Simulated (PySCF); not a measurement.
# OsO₂: quintet, from a end-on start

Where does quintet OsO₂ go from a end-on start, is the end point a minimum, and what are its modes, charges and moments?

Method: PBE0, basis Os def2-TZVP with ECP60, O def2-TZVP, scalar-relativistic core potentials, no spin–orbit coupling, density fitting; program: PySCF 2.14.0.

### 1 The starting structure

3 atoms, charge 0, spin multiplicity 5.

Bond lengths: Os1–O2 1.978 Å, O2–O3 1.445 Å. Angles: Os1–O2–O3 119.9°.

```xyz
3
charge 0 multiplicity 5
Os    0.0000    0.0000    0.0000
O     0.0000    0.0000    1.9776
O     1.2528    0.0000    2.6976
```

### 2 Finding the electronic state

The steps below are one call of a driver around PySCF. For each, scf.py gives the equivalent set-up of the SCF; relaxations use the driver's own optimiser. After this first run the driver tries any further starts and a stability analysis.

Contents of scf.py:

```python
from pyscf import gto, scf, dft
mol = gto.M(atom='''
Os     0.000000     0.000000     0.000000
O      0.000000     0.000000     1.977600
O      1.252800     0.000000     2.697600''',
    basis={'Os': 'def2-TZVP', 'O': 'def2-TZVP'},
    ecp={'Os': 'def2-TZVP'},
    charge=0, spin=4)
mf = dft.UKS(mol, xc='PBE0')
mf.grids.atom_grid = (50, 194)
aux = {'Os': 'def2-universal-JKFIT', 'O': 'def2-universal-JKFIT'}
mf = mf.density_fit(auxbasis=aux)
mf.conv_tol = 1e-08
mf.diis_space = 10
mf.max_cycle = 60
mf.init_guess = 'minao'
mf.verbose = 4
mf.kernel()
```

The run is started by

```
> OMP_NUM_THREADS=2 python axn.py task.json out
```

After this run come: Relaxing the quintet from the end-on start; Is it a minimum? Harmonic modes.

**Question.** What will these runs give? Wanted: minimum; geometry; wavenumbers; dipole moment; highest occupied, lowest empty level; polar-tensor charge of Os1; zero-point energy; atomisation energy; ⟨S²⟩.

The runs gave:

| quantity | value |
| --- | --- |
| minimum | quintet, Cs |
| geometry | Os–O 1.817 Å, Os–O 2.243 Å, O–O 1.358 Å; O–Os–O 37.3°, O–O–Os 54.1°, O–O–Os 88.7° |
| wavenumbers (cm⁻¹) | 247 (a'), 720 (a'), 981 (a') |
| dipole moment | 3.17 D |
| highest occupied, lowest empty level (either spin) | -6.29, -3.76 eV |
| polar-tensor charge of Os1 | +0.52 e |
| zero-point energy | 11.6 kJ/mol |
| entropy at 298.15 K | 296.9 J/(mol K) |
| atomisation energy (no zero-point energy) | 587 kJ/mol |
| ⟨S²⟩ | 6.013 |

**Reading.** The molecule stays Cs, as typed, and the end point is a minimum. The strongest infrared band lies at 981 cm⁻¹ (a'). Most of the spin sits on Os1 (Mulliken spin 3.56, against 4 for the whole molecule). Other starts or spin states, not run here, may lie lower. One determinant may miss the lowest occupation of an open d or f shell. With an element this heavy the missing spin–orbit coupling can shift these numbers.
